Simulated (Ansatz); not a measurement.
**CH₂BF₃O₂S: relaxing the structure**

What shape does CH₂BF₃O₂S take? The plan is to relax it.

The runs use Ansatz 0.2.0, Gaussian basis; RKS PBE0-D4/def2-TZVP.

Plan: relaxation at PBE0-D4/def2-TZVP.

1 further run of the same task is left out (set aside as unsound or not needed).

## Step 1: The system as given

SMILES `OB(O)SC(F)(F)F`, 10 atoms, charge 0, spin multiplicity 1.

Atoms are counted from 1 here; the program's logs count them from 0.

Bond lengths: O1–B2 1.338 Å, O1–H9 0.956 Å, B2–O3 1.332 Å, B2–S4 1.857 Å, O3–H10 0.958 Å, S4–C5 1.817 Å, C5–F6 1.332 Å, C5–F7 1.333 Å, C5–F8 1.331 Å. Angles: B2–O1–H9 119.9°, O1–B2–O3 123.0°, O1–B2–S4 120.8°, O3–B2–S4 116.2°, B2–O3–H10 117.6°, B2–S4–C5 99.7°, S4–C5–F6 112.6°, S4–C5–F7 112.5°, S4–C5–F8 109.8°, F6–C5–F7 107.5°, F6–C5–F8 107.1°, F7–C5–F8 107.0°.

As a file:

```mol
CH2BF3O2S
  3D, bonds by distance, orders not assigned

 10  9  0  0  0  0  0  0  0  0999 V2000
    0.6193    0.0702   -2.3465 O   0  0
    0.3527    0.1566   -1.0385 B   0  0
    0.7214    1.1943   -0.2893 O   0  0
   -0.5694   -1.1979   -0.1655 S   0  0
   -0.6416   -0.4911    1.5070 C   0  0
    0.5662   -0.2965    2.0342 F   0  0
   -1.2856    0.6754    1.5409 F   0  0
   -1.2934   -1.3201    2.3187 F   0  0
    0.3329   -0.6961   -2.8410 H   0  0
    1.1974    1.9052   -0.7200 H   0  0
  1  2  8  0
  2  3  8  0
  2  4  8  0
  4  5  8  0
  5  6  8  0
  5  7  8  0
  5  8  8  0
  1  9  8  0
  3 10  8  0
M  END
```

The start is a GFN2-xTB geometry.

## Step 2: Relaxation at PBE0-D4/def2-TZVP

File in.yaml:

```yaml
crystal:
  periodic: [false, false, false]
  atoms:
    - {symbol: O, position_ang: [0.619350, 0.070240, -2.346460]}
    - {symbol: B, position_ang: [0.352740, 0.156630, -1.038520]}
    - {symbol: O, position_ang: [0.721390, 1.194260, -0.289300]}
    - {symbol: S, position_ang: [-0.569390, -1.197910, -0.165480]}
    - {symbol: C, position_ang: [-0.641600, -0.491120, 1.507020]}
    - {symbol: F, position_ang: [0.566230, -0.296490, 2.034190]}
    - {symbol: F, position_ang: [-1.285590, 0.675390, 1.540870]}
    - {symbol: F, position_ang: [-1.293390, -1.320070, 2.318680]}
    - {symbol: H, position_ang: [0.332860, -0.696080, -2.841000]}
    - {symbol: H, position_ang: [1.197390, 1.905160, -0.719990]}
basis:
  gaussian: {orbitals: def2-TZVP}
hamiltonian: {xc: pbe0, dispersion: d4}
relax: {f_tol: 0.005, max_steps: 150}
```

On the command line:

```sh
ansatz run in.yaml --threads 2 --pin off --events-out ev --progress --plain --max-ram 32768MiB --backend cuda --devices 0, --max-vram 18GiB
```

**Question.** What will the summary of the whole plan be? Wanted: point group; shift from the start; total energy; dispersion term; dipole moment.

The runs gave:

```
                  quantity           value
               point group              Cs
                     steps               9
shift from the start (rms)         0.102 Å
              total energy  -24818.4024 eV
           dispersion term        -208 meV
             dipole moment          2.82 D
```

**Reading.** The relaxed geometry lies 0.10 Å (rms) from the start; the bond that changed most is O1–B2, from 1.338 to 1.361 Å. No vibrations were run, so it is not proven to be a minimum. The largest Mulliken charge, +0.44 e, sits on C5.
